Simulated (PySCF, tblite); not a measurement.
**C₃H₁₀O₅Si₂: geometry, infrared bands and NMR shifts**

Wanted: the infrared bands and NMR shifts of C₃H₁₀O₅Si₂ (`CO[SiH2]OCOC(=O)O[SiH3]`), by calculation.

Computed with tblite 0.8.0 and PySCF 2.14.0, with density-fitted response routines of our own, on a single molecule in the gas phase. Atoms are numbered from 0 throughout.

## (1) The molecule as given

20 atoms, charge 0, multiplicity 1; geometry from: force field or distance geometry start.

Bonds of the start (Å): C0–O1 1.40, O1–Si2 1.71, Si2–O3 1.67, O3–C4 1.33, C4–O5 1.39, O5–C6 1.35, C6–O7 1.24, C6–O8 1.40, O8–Si9 1.73, C0–H10 1.11, C0–H11 1.13, C0–H12 1.10, Si2–H13 1.49, Si2–H14 1.46, C4–H15 1.14, C4–H16 1.15, Si9–H17 1.47, Si9–H18 1.46, Si9–H19 1.47.

## (2) Relaxing the molecule with GFN2-xTB

The job: settings as JSON, then the geometry in Å.

```
{"job": {"kind": "relax", "xc": "GFN2-xTB", "basis": "xTB"}, "charge": 0, "multiplicity": 1}
C      3.950200    -0.375800    -0.169700
O      3.091000    -0.030300     0.876200
Si     1.446800    -0.095100     0.396800
O      1.248800     1.014400    -0.841300
C      0.238100     0.954100    -1.707100
O     -1.086300     1.061800    -1.294000
C     -1.824600     0.275300    -0.481800
O     -1.438000    -0.765200     0.074900
O     -3.145100     0.660700    -0.228700
Si    -4.167800    -0.289900     0.799900
H      4.111500    -1.475700    -0.245200
H      3.476300    -0.008000    -1.124100
H      4.941300     0.083100    -0.075100
H      0.615000     0.190500     1.596300
H      1.188600    -1.489700     0.044800
H      0.380700     1.853700    -2.391000
H      0.348400     0.094600    -2.457700
H     -5.333300     0.523500     1.160900
H     -4.647700    -1.521000     0.176500
H     -3.398900    -0.650400     2.002400
```

On the command line:

```bash
$ OMP_NUM_THREADS=1 python probes_run.py task.json out
```

One launch serves the whole session: the jobs run in the order shown.

**Question.** This job is followed by: GFN2-xTB harmonic vibrations, gas phase; GIAO PBE0/pcSseg-1 NMR shielding, non-relativistic, gas phase. What will the session give for the following? strongest single infrared mode (GFN2-xTB); zero-point energy (GFN2-xTB); 13C shifts against TMS (PBE0/pcSseg-1); 1H shifts against TMS (PBE0/pcSseg-1, means over atoms taken as alike); 17O shifts against H2O (PBE0/pcSseg-1); 29Si shifts against TMS (PBE0/pcSseg-1); surface potential, 1st and 99th percentile.

As calculated:

```
                                                              quantity                                value
                             strongest single infrared mode (GFN2-xTB)                1282 cm⁻¹, 698 km/mol
                                          zero-point energy (GFN2-xTB)                        83.5 kcal/mol
                                13C shifts against TMS (PBE0/pcSseg-1)                164.2, 87.6, 52.2 ppm
1H shifts against TMS (PBE0/pcSseg-1, means over atoms taken as alike)           5.69, 4.86, 4.73, 3.86 ppm
                                17O shifts against H2O (PBE0/pcSseg-1)  309.5, 216.0, 149.2, 78.1, 29.7 ppm
                               29Si shifts against TMS (PBE0/pcSseg-1)                     -32.5, -38.8 ppm
                                 surface potential, 1st and 99th percentile                   -1.34 V and 1.45 V
```

**Reading.** Relaxing lowered the energy by 1.432 eV in 138 steps; the close pair that moved most is O1–Si2, from 1.714 to 1.613 Å. All 54 modes are real, so the xTB geometry is a minimum. The strongest single mode, at 1282 cm⁻¹, moves mainly C6. Unscaled tight-binding wavenumbers are off by several per cent, some by more. Its intensities can rank the bands wrongly. The most deshielded hydrogen is H15, H16 (mean) (hydrogen on an sp3 carbon bearing two oxygens), at 5.69 ppm: its carbon carries O, which withdraws density. At PBE0/pcSseg-1: The largest span, 404 ppm, is at O7, where the paramagnetic term is -379 ppm.
